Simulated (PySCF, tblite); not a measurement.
# C₅H₉ClO: a rotation path, then NMR shifts on frames, part 2 of 2

tblite 0.8.0 and PySCF 2.14.0. Atoms count from 0. Earlier steps stand in the parts before.

### Step 5. Shielding tensors: image 4, PBE0/pcSseg-1

Job settings and geometry (Å):

```
{"job": {"kind": "nmr", "xc": "PBE0", "basis": "pcSseg-1", "pop": false}, "charge": 0, "multiplicity": 1}
Cl     3.850200     0.013400    -0.221400
C      2.307900     0.352300     0.591800
C      1.296600    -0.735700     0.249400
O      0.096800    -0.502700     0.962100
C     -1.061900    -0.482800     0.182000
C     -2.304300     0.063500     0.804800
C     -1.632000     0.821500    -0.303800
H      2.492100     0.374800     1.664500
H      1.964300     1.329500     0.252800
H      1.117300    -0.750200    -0.830200
H      1.694500    -1.714400     0.549100
H     -1.159200    -1.349600    -0.468800
H     -3.233000    -0.445500     0.599100
H     -2.223500     0.461600     1.803100
H     -1.112100     1.728000    -0.035700
H     -2.101300     0.845200    -1.275100
```

Method: GIAO PBE0/pcSseg-1 NMR shielding, non-relativistic, gas phase.

Log:

```text
coarse grid: 13720 points
cycle   1  E = -730.6909012494  dE =  9.148e-01  |g| = 5.462e-01  |ddm| = 3.446e+00
cycle   2  E = -730.6504524591  dE =  4.045e-02  |g| = 7.375e-01  |ddm| = 1.098e+00
cycle   3  E = -730.7504698068  dE = -1.000e-01  |g| = 8.620e-02  |ddm| = 6.976e-01
cycle   4  E = -730.7517077413  dE = -1.238e-03  |g| = 3.402e-02  |ddm| = 9.179e-02
cycle   5  E = -730.7519541419  dE = -2.464e-04  |g| = 6.931e-03  |ddm| = 3.187e-02
cycle   6  E = -730.7519647251  dE = -1.058e-05  |g| = 1.923e-03  |ddm| = 7.417e-03
cycle   7  E = -730.7519655033  dE = -7.782e-07  |g| = 4.864e-04  |ddm| = 2.056e-03
final grid: 127344 points
cycle   8  E = -730.8043067472  dE = -3.224e-05  |g| = 1.281e-02  |ddm| = 2.684e-02
cycle   9  E = -730.8042758011  dE =  3.095e-05  |g| = 1.825e-02  |ddm| = 1.977e-02
cycle  10  E = -730.8043388106  dE = -6.301e-05  |g| = 1.560e-03  |ddm| = 1.234e-02
cycle  11  E = -730.8043392866  dE = -4.760e-07  |g| = 2.954e-04  |ddm| = 1.703e-03
cycle  12  E = -730.8043393042  dE = -1.765e-08  |g| = 7.537e-05  |ddm| = 3.712e-04
cycle  13  E = -730.8043393054  dE = -1.180e-09  |g| = 2.558e-05  |ddm| = 1.002e-04
cycle  14  E = -730.8043393056  dE = -1.535e-10  |g| = 4.936e-06  |ddm| = 2.199e-05
converged SCF energy = -730.8043393056

GIAO shielding tensors (ppm)
atom      isotropic    diamagn.    paramagn.     s11        s22        s33       span
  0 Cl     903.098    1144.273    -241.174    777.146    838.315   1093.834    316.688
  1 C      140.275     246.224    -105.949    113.526    133.344    173.953     60.427
  2 C      110.753     244.833    -134.080     73.164     89.956    169.138     95.973
  3 O      285.767     397.441    -111.674    235.648    287.019    334.634     98.986
  4 C      128.354     243.672    -115.319     75.253    103.772    206.037    130.784
  5 C      180.441     256.479     -76.038    152.345    174.915    214.063     61.717
  6 C      178.758     252.298     -73.540    146.486    173.820    215.968     69.482
  7 H       28.286      28.570      -0.284     22.440     28.994     33.423     10.982
  8 H       28.291      29.956      -1.665     22.530     28.562     33.782     11.252
  9 H       28.280      31.206      -2.927     24.232     28.317     32.290      8.058
 10 H       27.587      29.322      -1.735     22.377     28.659     31.725      9.348
 11 H       28.540      30.857      -2.317     22.483     28.024     35.115     12.631
 12 H       31.244      30.489       0.755     25.442     26.779     41.510     16.067
 13 H       30.993      31.474      -0.481     25.618     28.508     38.853     13.235
 14 H       31.287      31.994      -0.708     26.869     28.392     38.599     11.730
 15 H       31.410      30.989       0.421     26.002     26.747     41.482     15.480
```

It took 23 s on 1 thread of Intel Xeon Platinum 8488C, shared host; peak memory 0.82 GiB.

Key values: δ C2 76.2, C4 58.6, C1 46.7, C6 8.2, H10 4.13, H9 3.44 ppm.

### Step 6. NMR shieldings: image 6, PBE0/pcSseg-1

Job settings and geometry (Å):

```
{"job": {"kind": "nmr", "xc": "PBE0", "basis": "pcSseg-1", "pop": false}, "charge": 0, "multiplicity": 1}
Cl     3.934300    -0.129000    -0.156900
C      2.440000     0.261500     0.715200
C      1.280800    -0.539000     0.144100
O      0.137500    -0.237000     0.917000
C     -1.063700    -0.463500     0.238500
C     -2.313500     0.088300     0.839400
C     -1.764800     0.690400    -0.422800
H      2.586200     0.021000     1.766800
H      2.255800     1.329600     0.601900
H      1.123200    -0.273700    -0.908800
H      1.494600    -1.617100     0.200900
H     -1.109700    -1.437500    -0.244300
H     -3.205000    -0.516300     0.778000
H     -2.217300     0.654700     1.751300
H     -1.301800     1.661900    -0.344500
H     -2.284200     0.514700    -1.352100
```

With the program's defaults for keys left out, this is: GIAO PBE0/pcSseg-1 NMR shielding, non-relativistic, gas phase.

Log:

```text
coarse grid: 13720 points
cycle   1  E = -730.6925559623  dE =  9.244e-01  |g| = 5.457e-01  |ddm| = 3.439e+00
cycle   2  E = -730.6524000265  dE =  4.016e-02  |g| = 7.367e-01  |ddm| = 1.092e+00
cycle   3  E = -730.7521425059  dE = -9.974e-02  |g| = 8.268e-02  |ddm| = 6.869e-01
cycle   4  E = -730.7532592209  dE = -1.117e-03  |g| = 3.392e-02  |ddm| = 8.816e-02
cycle   5  E = -730.7535038684  dE = -2.446e-04  |g| = 6.754e-03  |ddm| = 3.144e-02
cycle   6  E = -730.7535138554  dE = -9.987e-06  |g| = 1.921e-03  |ddm| = 7.155e-03
final grid: 127344 points
cycle   7  E = -730.8058014248  dE = -3.407e-05  |g| = 1.166e-02  |ddm| = 2.547e-02
cycle   8  E = -730.8057751238  dE =  2.630e-05  |g| = 1.679e-02  |ddm| = 1.827e-02
cycle   9  E = -730.8058269326  dE = -5.181e-05  |g| = 1.318e-03  |ddm| = 1.155e-02
cycle  10  E = -730.8058272779  dE = -3.453e-07  |g| = 2.720e-04  |ddm| = 1.458e-03
cycle  11  E = -730.8058272938  dE = -1.586e-08  |g| = 5.840e-05  |ddm| = 3.094e-04
cycle  12  E = -730.8058272945  dE = -6.876e-10  |g| = 1.902e-05  |ddm| = 7.423e-05
converged SCF energy = -730.8058272945

GIAO shielding tensors (ppm)
atom      isotropic    diamagn.    paramagn.     s11        s22        s33       span
  0 Cl     906.045    1144.152    -238.107    780.979    842.754   1094.404    313.425
  1 C      140.334     245.493    -105.160    114.159    134.439    172.404     58.244
  2 C      111.397     245.257    -133.860     74.865     91.733    167.594     92.729
  3 O      282.281     398.010    -115.729    231.807    272.617    342.418    110.611
  4 C      129.478     243.393    -113.915     76.791    104.981    206.663    129.872
  5 C      180.085     256.235     -76.151    152.231    174.788    213.235     61.005
  6 C      179.406     252.317     -72.911    146.499    173.896    217.823     71.324
  7 H       28.238      28.297      -0.059     22.319     28.902     33.492     11.173
  8 H       28.292      29.268      -0.976     22.589     28.717     33.570     10.980
  9 H       28.203      31.561      -3.358     23.999     28.460     32.152      8.153
 10 H       27.773      29.904      -2.131     23.137     28.535     31.646      8.509
 11 H       28.597      30.943      -2.346     22.637     27.962     35.193     12.556
 12 H       31.217      30.377       0.840     25.432     26.702     41.517     16.085
 13 H       30.921      31.444      -0.522     25.628     28.392     38.744     13.115
 14 H       31.243      31.863      -0.620     26.688     28.299     38.741     12.053
 15 H       31.336      30.852       0.484     25.897     26.606     41.504     15.608
```

It took 21 s on 1 thread of Intel Xeon Platinum 8488C, shared host; peak memory 0.82 GiB.

Key values: δ C2 75.5, C4 57.4, C1 46.6, C6 7.5, H10 3.94, H9 3.51 ppm.

### Step 7. Nuclear shieldings: image 8, PBE0/pcSseg-1

Job settings and geometry (Å):

```
{"job": {"kind": "nmr", "xc": "PBE0", "basis": "pcSseg-1", "pop": false}, "charge": 0, "multiplicity": 1}
Cl     3.922400    -0.039700    -0.214100
C      2.489400     0.137600     0.817400
C      1.245400    -0.293500     0.057700
O      0.146100    -0.131100     0.928700
C     -1.069000    -0.500500     0.351200
C     -2.298500     0.187700     0.845700
C     -1.793100     0.469000    -0.539800
H      2.632400    -0.484300     1.700200
H      2.415100     1.184000     1.111300
H      1.118800     0.320500    -0.845700
H      1.335100    -1.345600    -0.252900
H     -1.124400    -1.559400     0.101100
H     -3.197800    -0.395300     0.967500
H     -2.158600     0.951900     1.593200
H     -1.330600     1.428000    -0.713800
H     -2.340400     0.079700    -1.384000
```

Level: GIAO PBE0/pcSseg-1 NMR shielding, non-relativistic, gas phase.

Log:

```text
coarse grid: 13720 points
cycle   1  E = -730.6947199907  dE =  9.254e-01  |g| = 5.435e-01  |ddm| = 3.435e+00
cycle   2  E = -730.6551959495  dE =  3.952e-02  |g| = 7.330e-01  |ddm| = 1.077e+00
cycle   3  E = -730.7538901915  dE = -9.869e-02  |g| = 8.227e-02  |ddm| = 6.755e-01
cycle   4  E = -730.7549911634  dE = -1.101e-03  |g| = 3.390e-02  |ddm| = 8.765e-02
cycle   5  E = -730.7552356620  dE = -2.445e-04  |g| = 6.765e-03  |ddm| = 3.151e-02
cycle   6  E = -730.7552456324  dE = -9.970e-06  |g| = 1.917e-03  |ddm| = 7.096e-03
final grid: 127344 points
cycle   7  E = -730.8075523720  dE = -4.067e-05  |g| = 1.123e-02  |ddm| = 3.026e-02
cycle   8  E = -730.8075290653  dE =  2.331e-05  |g| = 1.598e-02  |ddm| = 1.755e-02
cycle   9  E = -730.8075762501  dE = -4.718e-05  |g| = 1.336e-03  |ddm| = 1.096e-02
cycle  10  E = -730.8075765996  dE = -3.495e-07  |g| = 2.808e-04  |ddm| = 1.470e-03
cycle  11  E = -730.8075766165  dE = -1.692e-08  |g| = 5.996e-05  |ddm| = 3.212e-04
cycle  12  E = -730.8075766172  dE = -7.212e-10  |g| = 1.987e-05  |ddm| = 7.911e-05
converged SCF energy = -730.8075766172

GIAO shielding tensors (ppm)
atom      isotropic    diamagn.    paramagn.     s11        s22        s33       span
  0 Cl     906.129    1144.265    -238.136    779.497    844.476   1094.414    314.917
  1 C      140.161     245.414    -105.254    113.826    135.384    171.271     57.444
  2 C      111.508     245.252    -133.744     76.136     92.486    165.903     89.768
  3 O      276.110     397.760    -121.650    234.129    264.347    329.855     95.726
  4 C      130.248     243.506    -113.258     81.706    101.470    207.568    125.862
  5 C      179.050     256.350     -77.300    150.744    173.912    212.492     61.748
  6 C      180.332     252.457     -72.125    148.021    174.929    218.048     70.027
  7 H       28.130      28.196      -0.066     22.203     28.636     33.551     11.347
  8 H       28.248      28.842      -0.594     22.449     28.797     33.497     11.048
  9 H       28.133      31.614      -3.481     23.442     28.878     32.080      8.638
 10 H       28.127      30.623      -2.496     23.973     28.582     31.826      7.853
 11 H       28.467      30.693      -2.226     22.401     27.668     35.333     12.932
 12 H       31.142      30.277       0.865     25.439     26.568     41.419     15.980
 13 H       30.950      31.548      -0.597     25.516     28.488     38.846     13.330
 14 H       31.169      31.861      -0.692     26.645     28.201     38.660     12.015
 15 H       31.414      30.837       0.577     25.919     26.614     41.709     15.790
```

Run time: 21 s. Hardware: 1 thread of Intel Xeon Platinum 8488C, shared host; peak memory 0.82 GiB.

In short: δ C2 75.4, C4 56.7, C1 46.8, C5 7.9, H10 3.59, H7 3.59 ppm.

### Step 8. Comparing the runs: NMR shifts

Shifts (ppm) of some atoms, chosen among heavy atoms and hydrogens apart, with basis size and wall time:

| frame | C4 | C6 | C5 | H8 | H10 | Cl0 | O3 | functions | time |
| --- | --- | --- | --- | --- | --- | --- | --- | --- | --- |
| image 0 | 56.5 | 10.4 | 6.0 | 4.04 | 4.03 | 43 | 67.3 | 171 | 24 s |
| image 2 | 58.6 | 9.3 | 5.7 | 3.66 | 4.11 | 47 | 59.9 | 171 | 24 s |
| image 4 | 58.6 | 8.2 | 6.5 | 3.43 | 4.13 | 47 | 50.3 | 171 | 23 s |
| image 6 | 57.4 | 7.5 | 6.8 | 3.43 | 3.94 | 44 | 53.8 | 171 | 21 s |
| image 8 | 56.7 | 6.6 | 7.9 | 3.47 | 3.59 | 44 | 60.0 | 171 | 21 s |

### Step 9. Summary of results

The summary covers parts 1 to 2.

```
                                        quantity                                                     value
                                         barrier                        0.087 eV (2.0 kcal/mol) at image 4
                           end to end (GFN2-xTB)                                                  0.035 eV
 13C shifts against TMS (PBE0/pcSseg-1, image 0)                           76.4, 56.5, 46.7, 10.4, 6.0 ppm
  1H shifts against TMS (PBE0/pcSseg-1, image 0)  4.04, 4.03, 3.67, 3.37, 2.89, 0.70, 0.52, 0.33, 0.28 ppm
35Cl shifts against HCl (PBE0/pcSseg-1, image 0)                                                    43 ppm
 17O shifts against H2O (PBE0/pcSseg-1, image 0)                                                  67.3 ppm
                        range of the shift of O3                                          50.3 to 67.3 ppm
```

In words: Along the band the dihedral turns by 107°, and the top (dihedral 128°) lies 2.0 kcal/mol above the start (GFN2-xTB, rough), so at room temperature this motion is fast. Ends this close can change order at a higher level. The top was not checked by a frequency run. Shifts at one fixed geometry are not the observed spectrum, which averages over the motion. In the first frame run (image 0): The widest tensor belongs to Cl0: span 309 ppm, with a paramagnetic part of -238 ppm. In ppm, O3 moves most: its shift spreads over 17.0 ppm, from 50.3 (image 4) to 67.3 (image 0).
